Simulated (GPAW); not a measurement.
Crystal: In3As.

```
CELL_PARAMETERS angstrom
4.67168 0.00000 0.00000
0.00000 4.67168 0.00000
0.00000 0.00000 4.67168
ATOMIC_POSITIONS crystal
In 0.50000 0.50000 0.00000
In 0.50000 0.00000 0.50000
In 0.00000 0.50000 0.50000
As 0.00000 0.00000 0.00000
```

The cell comes from a database or a generator and needn't be the stable form of this composition.

```yaml
Program: GPAW 26.7.0
Task: relaxation of cell and atoms
Functional: PBEsol
Potentials_or_basis: PAW data sets generated in the run's folder for this functional
Cutoff: 600 eV
Basis: pw
k_mesh: 6 × 6 × 6
Occupations: fermi-dirac, width 0.05 eV
Spin: no spin polarisation
```

At the start: pressure -2.7 GPa; volume 25.49 Å³/atom.

How do energy, volume and symmetry change on relaxing?

Over 4 steps the energy falls by 12.5 meV/atom and the volume is 23.99 Å³/atom (-5.9 %); space group Pm-3m (No. 221, to 0.05 Å).

Step by step:
| step | energy change (eV) | largest force (eV/Å) | pressure (GPa) | volume (Å³) |
| --- | --- | --- | --- | --- |
| 1 | 0.0000 | 0.0000 | -2.67 | 101.96 |
| 2 | -0.0072 | 0.0000 | -2.50 | 101.50 |
| 3 | -0.0493 | 0.0000 | 0.29 | 95.38 |
| 4 | -0.0502 | 0.0000 | -0.02 | 95.96 |

Final structure:
```
CELL_PARAMETERS angstrom
4.57829 0.00000 0.00000
0.00000 4.57829 0.00000
0.00000 0.00000 4.57829
ATOMIC_POSITIONS crystal
In 0.50000 0.50000 0.00000
In 0.50000 0.00000 0.50000
In 0.00000 0.50000 0.50000
As 0.00000 0.00000 0.00000
```

Caveat: later steps reuse the first step's grids.
